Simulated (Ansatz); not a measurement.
# doublet CH6Sn+ at 6 levels

We compute a comparison of 6 runs (UHF/3-21G, UCAM-B3LYP/def2-SVP, UPBE0/def2-SVP, USVWN5/def2-SVP, UBCCD(T)/def2-SVP, UCCSD(T)/def2-SVP) of doublet CH6Sn+. 

The calculation is run with Ansatz 0.2.0.

42 further runs of the same task are left out: 1 that didn't finish, 41 set aside as unsound or not needed.

### 1 The molecule

CH6Sn+: 8 atoms, total charge +1, spin state doublet. As SMILES of the parent species, `[CH3][SnH3]`. The shape is that of a PBE0-D4/def2-TZVP optimisation. That shape belongs to the parent species and isn't relaxed for this state.

Bond lengths: C1–Sn2 2.140 Å, C1–H3 1.090 Å, C1–H4 1.090 Å, C1–H5 1.090 Å, Sn2–H6 1.709 Å, Sn2–H7 1.709 Å, Sn2–H8 1.709 Å. Some angles: C1–Sn2–H6 110.1°, C1–Sn2–H7 110.1°, C1–Sn2–H8 110.1°, Sn2–C1–H3 110.0°, Sn2–C1–H4 110.0°, Sn2–C1–H5 110.0°, H6–Sn2–H7 108.8°, H6–Sn2–H8 108.8°, H7–Sn2–H8 108.8°, H3–C1–H4 109.0°.

### 2 A single-point energy at UHF/3-21G (run 1)

molecule.yaml reads:

```yaml
crystal:
  periodic: [false, false, false]
  atoms:
    - {symbol: C, position_ang: [1.094500, 0.367400, -0.110600]}
    - {symbol: Sn, position_ang: [-0.919400, -0.329100, 0.082100]}
    - {symbol: H, position_ang: [1.300500, 0.627700, -1.148800]}
    - {symbol: H, position_ang: [1.789300, -0.411200, 0.204000]}
    - {symbol: H, position_ang: [1.244600, 1.249200, 0.512300]}
    - {symbol: H, position_ang: [-2.012000, 0.886800, -0.417500]}
    - {symbol: H, position_ang: [-1.156700, -1.716400, -0.887800]}
    - {symbol: H, position_ang: [-1.248700, -0.731500, 1.710400]}
basis:
  gaussian: {orbitals: 3-21G-spherical.json}
total_charge: 1
magnetization: {spin_polarized: true, initial_magnetization: 1}
hamiltonian: {xc: hf}
accuracy: high
output: {orbitals: {seedname: orbitals}}
```

The basis set 3-21G is read from a file made from the Basis Set Exchange's data (not shown).

Started as:

```sh
$ ansatz run molecule.yaml --threads 1 --pin off --max-ram 3480MiB --events-out events.jsonl --progress --plain --runs-dir runs
```

The program printed:

```text
Warning: RAYON_NUM_THREADS=1 ignored (pool sized by the plan → 1); use --threads N
Functional definition: HF
  name "HF"
  exchange = exact_x
  correlation = 0
1111 factors; integrals over basis functions are off by at most 7.7e-9 eV
mean field evaluation 1: about -164270.9386 eV, gradient 2.5e1 eV
mean field evaluation 2: about -164271.0801 eV, gradient 2.5e1 eV
mean field evaluation 4: about -164274.6314 eV, gradient 2.3e0 eV
mean field evaluation 8: about -164274.8135 eV, gradient 3.8e-1 eV
mean field evaluation 16: about -164275.6020 eV, gradient 1.1e0 eV
mean field evaluation 32: about -164274.7811 eV, gradient 4.5e-1 eV
mean field evaluation 64: about -164270.9376 eV, gradient 2.5e1 eV
mean field evaluation 96: about -164274.7771 eV, gradient 1.7e-5 eV
mean field -164275.69579744 eV, -6037.0204704902 hartree, gradient 2.7e-8 eV, S^2 0.758375; 4 other end points of the search recorded, 0 dependent functions left out
reference -164275.69579744 eV, -6037.0204704902 hartree; 31, 30 occupied and 21, 22 virtual orbitals, 1111 factors
Total energy: -164275.69579744 eV, -6037.0204704902 hartree
```

It took 2.8 s on 1 thread of Arm Neoverse V2, shared host; peak memory 0.21 GiB.

### 3 A single-point energy at UCAM-B3LYP/def2-SVP (core potential) (run 2)

in.yaml reads:

```yaml
basis:
  gaussian:
    orbitals: def2-SVP
crystal:
  periodic: [false, false, false]
  atoms:
    - {symbol: C, position_ang: [1.094500, 0.367400, -0.110600]}
    - {symbol: Sn, position_ang: [-0.919400, -0.329100, 0.082100]}
    - {symbol: H, position_ang: [1.300500, 0.627700, -1.148800]}
    - {symbol: H, position_ang: [1.789300, -0.411200, 0.204000]}
    - {symbol: H, position_ang: [1.244600, 1.249200, 0.512300]}
    - {symbol: H, position_ang: [-2.012000, 0.886800, -0.417500]}
    - {symbol: H, position_ang: [-1.156700, -1.716400, -0.887800]}
    - {symbol: H, position_ang: [-1.248700, -0.731500, 1.710400]}
total_charge: 1
magnetization:
  spin_polarized: true
  initial_magnetization: 1
hamiltonian:
  xc: {name: CAM-B3LYP}
accuracy: high
output: {orbitals: {seedname: orbitals}}
```

Started as:

```sh
$ ansatz run in.yaml --threads 1 --pin off --max-ram 3480MiB --events-out events.jsonl --progress --plain --runs-dir runs
```

The program printed (excerpt; [...] marks lines left out):

```text
Warning: RAYON_NUM_THREADS=1 ignored (pool sized by the plan → 1); use --threads N
Functional definition: CAM-B3LYP
  name "CAM-B3LYP"
[...]
1742 factors; integrals over basis functions are off by at most 3.3e-9 eV
386 factors; integrals over basis functions are off by at most 1.4e-9 eV
[...]
mean field -6952.69489851 eV, -255.5068248145 hartree, gradient 1.6e-8 eV, S^2 0.754590; 2 other end points of the search recorded, 0 dependent functions left out
reference -6952.69491850 eV, -255.5068255489 hartree; 17, 16 occupied and 53, 54 virtual orbitals, 1742 factors
Total energy: -6952.69491850 eV, -255.5068255489 hartree
```

Run time: 11 s. Hardware: 1 thread of Arm Neoverse V2, shared host; peak memory 0.33 GiB.

Run 3 isn't shown in full; the table further down has it.

### 4 The energy at USVWN5/def2-SVP (core potential) (run 4)

job.yaml reads:

```yaml
crystal:
  periodic: [false, false, false]
  atoms:
    - {symbol: C, position_ang: [1.094500, 0.367400, -0.110600]}
    - {symbol: Sn, position_ang: [-0.919400, -0.329100, 0.082100]}
    - {symbol: H, position_ang: [1.300500, 0.627700, -1.148800]}
    - {symbol: H, position_ang: [1.789300, -0.411200, 0.204000]}
    - {symbol: H, position_ang: [1.244600, 1.249200, 0.512300]}
    - {symbol: H, position_ang: [-2.012000, 0.886800, -0.417500]}
    - {symbol: H, position_ang: [-1.156700, -1.716400, -0.887800]}
    - {symbol: H, position_ang: [-1.248700, -0.731500, 1.710400]}
basis:
  gaussian:
    orbitals: def2-SVP
total_charge: 1
magnetization:
  spin_polarized: true
  initial_magnetization: 1
accuracy: high
hamiltonian:
  xc: {name: SVWN5}
output: {orbitals: {seedname: orbitals}}
```

Started as:

```sh
$ ansatz run job.yaml --threads 1 --pin off --max-ram 3480MiB --events-out events.jsonl --progress --plain --runs-dir runs
```

The program printed:

```text
Warning: RAYON_NUM_THREADS=1 ignored (pool sized by the plan → 1); use --threads N
Functional definition: SVWN5
  name "SVWN5"
  exchange = slater_x
  correlation = vwn5_c
1742 factors; integrals over basis functions are off by at most 3.3e-9 eV
mean field evaluation 1: about -6915.8719 eV, gradient 5.7e1 eV
mean field evaluation 2: about -6815.6051 eV, gradient 1.1e2 eV
mean field evaluation 4: about -6930.9782 eV, gradient 1.6e1 eV
mean field evaluation 8: about -6932.4782 eV, gradient 8.3e0 eV
mean field evaluation 16: about -6933.3885 eV, gradient 3.8e-6 eV
mean field evaluation 32: about -6933.3490 eV, gradient 2.1e0 eV
mean field evaluation 64: about -6933.3880 eV, gradient 5.7e-2 eV
mean field -6933.38848276 eV, -254.7973271219 hartree, gradient 2.6e-8 eV, S^2 0.752082; 6 other end points of the search recorded, 0 dependent functions left out
reference -6933.38848643 eV, -254.7973272567 hartree; 17, 16 occupied and 53, 54 virtual orbitals, 1742 factors
Total energy: -6933.38848643 eV, -254.7973272567 hartree
```

Wall time 9.3 s (1 thread of Arm Neoverse V2, shared host); peak memory 0.22 GiB.

Run 5 isn't shown in full; the table further down has it.

### 5 A single-point energy at UCCSD(T)/def2-SVP (core potential) (run 6)

run.yaml reads:

```yaml
crystal:
  periodic: [false, false, false]
  atoms:
    - symbol: C
      position_ang: [1.094500, 0.367400, -0.110600]
    - symbol: Sn
      position_ang: [-0.919400, -0.329100, 0.082100]
    - symbol: H
      position_ang: [1.300500, 0.627700, -1.148800]
    - symbol: H
      position_ang: [1.789300, -0.411200, 0.204000]
    - symbol: H
      position_ang: [1.244600, 1.249200, 0.512300]
    - symbol: H
      position_ang: [-2.012000, 0.886800, -0.417500]
    - symbol: H
      position_ang: [-1.156700, -1.716400, -0.887800]
    - symbol: H
      position_ang: [-1.248700, -0.731500, 1.710400]
basis:
  gaussian:
    orbitals: def2-SVP
total_charge: 1
magnetization:
  spin_polarized: true
  initial_magnetization: 1
correlation:
  method: ccsd_t
  frozen_orbitals: {C: 1, H: 0, Sn: 4}
accuracy: high
scf:
  omitted_lower_state_checks: [cluster_reference, increment]
```

Started as:

```sh
$ ansatz run run.yaml --threads 1 --pin off --max-ram 3480MiB --events-out events.jsonl --progress --plain --runs-dir runs
```

The program printed (excerpt; [...] marks lines left out):

```text
Warning: RAYON_NUM_THREADS=1 ignored (pool sized by the plan → 1); use --threads N
[... 2 set-up lines as earlier in the session ...]
[...]
1742 factors; integrals over basis functions are off by at most 3.3e-9 eV
[...]
mean field -6919.47157044 eV, -254.2858900272 hartree, gradient 2.9e-8 eV, S^2 0.760270; 5 other end points of the search recorded, 0 dependent functions left out
5 core orbitals not correlated: weight in the atoms' cores, before any rotation towards them, 1.000 or more for the frozen orbitals, at most 0.000 for the correlated occupied ones
reference -6919.47157044 eV, -254.2858900272 hartree; 12, 11 occupied and 53, 54 virtual orbitals, 1742 factors
second order -6.58067625 eV of doubles, -0.00000000 eV of singles
cycle   1  -7.43721649 eV  change   -8.6e-1 eV  update   7.4e-2
[...]
cycle  25  -7.81813896 eV  change   2.0e-10 eV  update   1.8e-9
perturbative correction -0.19113375 eV, -0.0070240359 hartree
Total energy: -6927.48084315 eV, -254.5802253706 hartree
Checks for a lower state left out: cluster_reference, increment
```

It took 28 s on 1 thread of Arm Neoverse V2, shared host; peak memory 0.6 GiB.

### 6 Overview of the runs

```tsv
run	level	core potential	frozen core orbitals	energy (Eh)	HOMO energy (eV)	⟨S²⟩	wall time
1	UHF/3-21G	none	–	-6037.020470	-17.31	0.758	2.8 s
2	UCAM-B3LYP/def2-SVP (core potential)	def2-SVP	–	-255.506826	-15.88	0.755	11 s
3	UPBE0/def2-SVP (core potential)	def2-SVP	–	-255.507497	-14.58	0.754	11 s
4	USVWN5/def2-SVP (core potential)	def2-SVP	–	-254.797327	-13.63	0.752	9.3 s
5	UBCCD(T)/def2-SVP (core potential)	def2-SVP	5	-254.580314	–	0.760	35 s
6	UCCSD(T)/def2-SVP (core potential)	def2-SVP	5	-254.580225	–	0.760	28 s
```

### 7 What came out

| quantity | value |
| --- | --- |
| run 6: total energy | -254.58023 Eh |
| run 6: correlation energy (5 core orbitals frozen) | -294.3 mEh |
| run 6: (T) correction | -7.02 mEh |
| run 6: ⟨S²⟩ of the reference determinant | 0.760 |
| run 6: T1 diagnostic | 0.012 |

What this shows: Totals of different functionals can't be ranked against each other. Some runs of one species differ in core potentials or relativity; totals across that change don't compare. In run 1 relativity is left out where basis or elements ask for it. All runs together took 98 s, the longest 35 s.
